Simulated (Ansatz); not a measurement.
SrAs2Ru2:

```
Ru Sr As
1.0
    -2.08740    2.08740    5.70048
     2.08740   -2.08740    5.70048
     2.08740    2.08740   -5.70048
Ru Sr As
2 1 2
Cartesian
  0.0000 2.0874 2.8502
  2.0874 0.0000 2.8502
  0.0000 0.0000 0.0000
  0.0000 0.0000 4.0676
  0.0000 0.0000 7.3334
```

The cell is a database's computed one.

- Program: Ansatz 0.2.0
- Task: relaxation of cell and atoms
- Functional: RPBE
- Dispersion: D3(BJ)
- Potentials or basis: Ansatz PAW
- Cutoff: 420 eV (not typed: the program's choice for these potentials)
- k mesh: 9 × 9 × 9
- Occupations: fermi-dirac, width 0.05 eV
- Spin: no spin polarisation

At the start: volume 19.87 Å³/atom.

Question: Where does the relaxation end?

Answer: It ends after 8 steps and the volume is 15.72 Å³/atom (-20.9 %); space group I4/mmm (No. 139, to 0.05 Å).

Step by step:
| step | energy change (eV) | largest force (eV/Å) | volume (Å³) |
| --- | --- | --- | --- |
| 1 | 0.0000 | 0.5642 | 99.35 |
| 2 | -1.3657 | 0.7083 | 87.38 |
| 3 | -1.8848 | 0.3335 | 80.88 |
| 4 | -2.0283 | 0.5981 | 77.60 |
| 5 | -2.0494 | 0.0677 | 78.49 |
| 6 | -2.0504 | 0.0149 | 78.56 |
| 7 | -2.0505 | 0.0001 | 78.60 |
| 8 | -2.0448 | 0.0006 | 78.60 |

Final structure:
```cif
data_structure
_symmetry_space_group_name_H-M 'P 1'
_symmetry_Int_Tables_number 1
_cell_length_a 5.6274
_cell_length_b 5.6274
_cell_length_c 5.6274
_cell_angle_alpha 138.107
_cell_angle_beta 138.107
_cell_angle_gamma 60.739
_cell_volume 78.60
loop_
_atom_site_label
_atom_site_type_symbol
_atom_site_fract_x
_atom_site_fract_y
_atom_site_fract_z
_atom_site_occupancy
Ru1 Ru 0.75000 0.25000 0.50000 1
Ru2 Ru 0.25000 0.75000 0.50000 1
Sr1 Sr 0.00000 0.00000 0.00000 1
As1 As 0.37447 0.37447 0.00000 1
As2 As 0.62553 0.62553 0.00000 1
```

Caveat: the volume moved by over 15 % at a fixed basis, so the end points are rough; the plane-wave basis is chosen anew once the cell has moved, so the energies of steps on either side of that aren't comparable; the PAW data sets come from PBE, with cores solved anew for the run's functional, which leaves a small shift of forces and pressure.
